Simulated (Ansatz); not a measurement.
# BrH₃O₂Si: small, medium and large basis sets

The task here is to estimate one member of a computed series from the others.

Method: one geometry, several basis sets; program: Ansatz 0.2.0, Gaussian basis.

The runs, in order: PBE0-D4/def2-SVP; ωB97M-V/def2-SVP; PBE0-D4/def2-QZVPP; ωB97M-V/def2-QZVPP; the functionals' def2-TZVPP values are taken from earlier runs.

### The relaxed structure

The geometry comes from an earlier relaxation with PBE0-D4 in a triple-zeta def2 set; it is a stationary point, not always the lowest conformer.

SMILES `O[SiH](O)Br`, 7 atoms, charge 0, spin multiplicity 1.

Atoms are counted from 1 here; the program's logs count them from 0.

Bond lengths: O1–Si2 1.621 Å, O1–H5 0.959 Å, Si2–O3 1.631 Å, Si2–Br4 2.230 Å, Si2–H6 1.469 Å, O3–H7 0.958 Å. Angles: Si2–O1–H5 118.6°, O1–Si2–O3 109.9°, O1–Si2–Br4 111.9°, O1–Si2–H6 106.2°, O3–Si2–Br4 107.4°, O3–Si2–H6 113.6°, Br4–Si2–H6 107.9°, Si2–O3–H7 117.9°.

The first run:

Contents of in.yaml:

```yaml
crystal:
  periodic: [false, false, false]
  atoms:
    - {symbol: O, position_ang: [0.103891, 1.557686, -0.261753]}
    - {symbol: Si, position_ang: [0.123681, 0.058071, 0.354311]}
    - {symbol: O, position_ang: [0.760325, -0.978419, -0.731688]}
    - {symbol: Br, position_ang: [-1.927656, -0.665468, 0.845350]}
    - {symbol: H, position_ang: [-0.311120, 1.697582, -1.115045]}
    - {symbol: H, position_ang: [0.886112, 0.139036, 1.607913]}
    - {symbol: H, position_ang: [0.425967, -1.876488, -0.744888]}
basis:
  gaussian: {orbitals: def2-SVP}
hamiltonian: {xc: pbe0, dispersion: d4}
output: {orbitals: {seedname: orbitals}}
```

Steps of the session up to this table: PBE0-D4 in def2-SVP; ωB97M-V in def2-SVP; PBE0-D4 in def2-QZVPP; ωB97M-V in def2-QZVPP.

One of the session's tables, all rows but one given; the rest of the session is left out.

It belongs to the step «Functionals by basis». 

| functional | basis | HOMO (eV) | LUMO (eV) |
| --- | --- | --- | --- |
| PBE0-D4 | def2-SVP | -8.45 | 1.14 |
| PBE0-D4 | def2-TZVPP | -8.61 | 0.57 |
| PBE0-D4 | def2-QZVPP | -8.64 | 0.24 |
| ωB97M-V | def2-SVP | -10.67 | 2.89 |
| ωB97M-V | def2-TZVPP | -10.85 | 2.09 |
| ωB97M-V | def2-QZVPP | ? | ? |

Estimate the missing values for ωB97M-V, def2-QZVPP.

The run gave: HOMO (eV): -10.88; LUMO (eV): 1.52. In the column «HOMO (eV)» it is the lowest.
